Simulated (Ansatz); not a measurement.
# Te2Mo: the cost of one run

Computed with Ansatz 0.2.0 (DFT LDA, scalar-relativistic, plane waves, PAW, unless a step's input says otherwise).

**1. The starting structure**

Symmetry: P-3m1, No. 164, trigonal system. Conventional cell: a = 3.560 Å, b = 3.560 Å, c = 24.811 Å, α = 90.00°, β = 90.00°, γ = 120.00°. Te (site symmetry 3m) has 3 Mo at 2.73 Å as nearest neighbours. Around Te (site symmetry 3m) lie 3 Mo at 2.72 Å. Mo (site symmetry 3m) is surrounded by 6 Te at 2.72 to 2.73 Å.

Structure file:

```cif
data_structure
_symmetry_space_group_name_H-M 'P-3m1'
_symmetry_Int_Tables_number 164
_cell_length_a 3.5604
_cell_length_b 3.5604
_cell_length_c 24.8113
_cell_angle_alpha 90.000
_cell_angle_beta 90.000
_cell_angle_gamma 120.000
_cell_volume 272.38
loop_
_atom_site_label
_atom_site_type_symbol
_atom_site_symmetry_multiplicity
_atom_site_Wyckoff_symbol
_atom_site_fract_x
_atom_site_fract_y
_atom_site_fract_z
_atom_site_occupancy
Te1 Te 2 d 0.33333 0.66667 0.07937 1
Te2 Te 2 d 0.66667 0.33333 0.77636 1
Mo1 Mo 2 d 0.33333 0.66667 0.84846 1
```

Source of the structure: the Materials Project (structure only).

(A quick probe on a coarse mesh, which set the mesh and smearing, is not shown.)

**3. The relaxation**

input.yaml reads:

```yaml
crystal:
  lattice:
    - [3.5603917377, 0.0, 0.0]
    - [-1.7801958688, 3.0833896922, 0.0]
    - [0.0, 0.0, 24.8112624]
  atoms:
    - { symbol: Te, position: [0.33333333, 0.66666667, 0.07937114] }
    - { symbol: Te, position: [0.66666667, 0.33333333, 0.77636052] }
    - { symbol: Te, position: [0.66666667, 0.33333333, 0.92062886] }
    - { symbol: Te, position: [0.33333333, 0.66666667, 0.22363948] }
    - { symbol: Mo, position: [0.33333333, 0.66666667, 0.84845851] }
    - { symbol: Mo, position: [0.66666667, 0.33333333, 0.15154149] }
basis:
  ecutwfc: 420
kpoints:
  mp_grid: { grid: [9, 9, 2] }
hamiltonian:
  xc: lda
  pseudopotentials: { kind: paw, azcp: { folder: soft_1 } }
scf:
  occupations: { method: gaussian, width: 0.02 }
output:
  forces: true
  stress: true
  eigenvalues: true
relax:
  adjacent_minimum: "off"
  f_tol: 0.005
  max_steps: 80
  cell: { stress_tol: 0.05 }
```

The run is started by

```bash
> ansatz run input.yaml --threads 4 --pin off --max-ram 8192MiB --backend cpu --events-out ev --progress --plain --runs-dir out
```

What time and memory should one allow on 4 threads of Arm Neoverse V2, shared host?

About 94 s, with a peak of 0.8 GiB.
